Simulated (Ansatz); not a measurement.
**Titanium, beta-Sn type under PBEsol: structure, energy and stiffness**

Aim: take titanium in the beta-Sn type structure, relax it, solve it on a dense k-mesh, then scale the cell to 7 volumes from 88 to 112 % of the relaxed one and try a fit of the equation of state. Spin polarisation is left out. The k-meshes are 13×13×9 for the relaxation; 23×23×11 for the dense run; 16×16×8 for the volumes.

Program: Ansatz 0.2.0. Level of theory: DFT PBEsol, plane waves (420 eV) with PAW, scalar-relativistic; PAW files made under PBE, frozen cores solved again for the functional. These are calculated values, not measurements.

### 1 The system as given

Symmetry: I4_1/amd, No. 141, tetragonal system. Conventional cell: a = 5.140 Å, b = 5.140 Å, c = 2.807 Å, α = 90.00°, β = 90.00°, γ = 90.00°. Around Ti (site symmetry -4m2) lie 6 Ti at 2.66 to 2.81 Å.

As a file:

```xyz
2
Lattice="-2.5702 2.5702 1.4033 2.5702 -2.5702 1.4033 2.5702 2.5702 -1.4033" Properties=species:S:1:pos:R:3 pbc="T T T"
Ti    0.0000    0.0000    0.0000
Ti    0.0000    2.5702    0.7017
```

### 2 Geometry optimisation

Input file input.yaml:

```yaml
crystal:
  lattice:
    - [-2.5702241168, 2.5702241168, 1.4033423678]
    - [2.5702241168, -2.5702241168, 1.4033423678]
    - [2.5702241168, 2.5702241168, -1.4033423678]
  atoms:
    - { symbol: Ti, position: [0.0, 0.0, 0.0] }
    - { symbol: Ti, position: [0.75, 0.25, 0.5] }
hamiltonian:
  xc: pbesol
  pseudopotentials:
    kind: paw
    azcp:
      Ti: "pseudopotentials/Ti.paw.azcp"
basis:
  ecutwfc: 420
  fft_grid_basis: typed
kpoints:
  mp_grid: { grid: [13, 13, 9], shift: [0, 0, 0] }
magnetization:
  spin_polarized: false
scf:
  occupations: { method: fermi_dirac, width: 0.1 }
relax:
  max_steps: 60
  f_tol: 0.01
  cell: {}
```

The run is started by

```
$ ansatz run input.yaml --threads 2 --pin off --max-ram 5120MiB --backend cpu --events-out ev --progress --plain --runs-dir out
```

After this run come: Single point on a dense mesh; Equation of state: 88 %; Equation of state: 92 %; Equation of state: 96 %; Equation of state: 100 %; Equation of state: 104 %; Equation of state: 108 %; Equation of state: 112 %.

What does the calculation give? Wanted: space group; conventional cell; volume; shortest distance; gap on the mesh; relative to hcp; V₀, B₀, B₀′.

The runs gave:

| quantity | value |
| --- | --- |
| space group (spins left aside) | P6_3/mmc (No. 194) |
| conventional cell | a = 2.901 Å, c = 4.594 Å (c/a = 1.583) |
| volume | 16.745 Å³/atom |
| shortest distance | 2.842 Å |
| gap on the mesh | none (levels filled in part) |
| relative to hcp | +1 meV/atom |
| V₀, B₀, B₀′ | 16.716 Å³/atom, 119 GPa, 3.5 |

In words: From the guessed start the volume shrank by 9.7 % in 25 steps. The cell has left its prototype: it ends as hcp. What follows belongs to that structure, not to the type named at the start. The mesh has less symmetry than the lattice, which may have let the distortion in. Against the reference form of titanium (hcp, computed apart with the same settings) it stands 1 meV/atom higher, within what mesh and smearing can decide. Levels at the Fermi energy are filled in part, as in a metal. B₀ comes out at 119 GPa; letting shape and positions relax at each volume could only lower it.
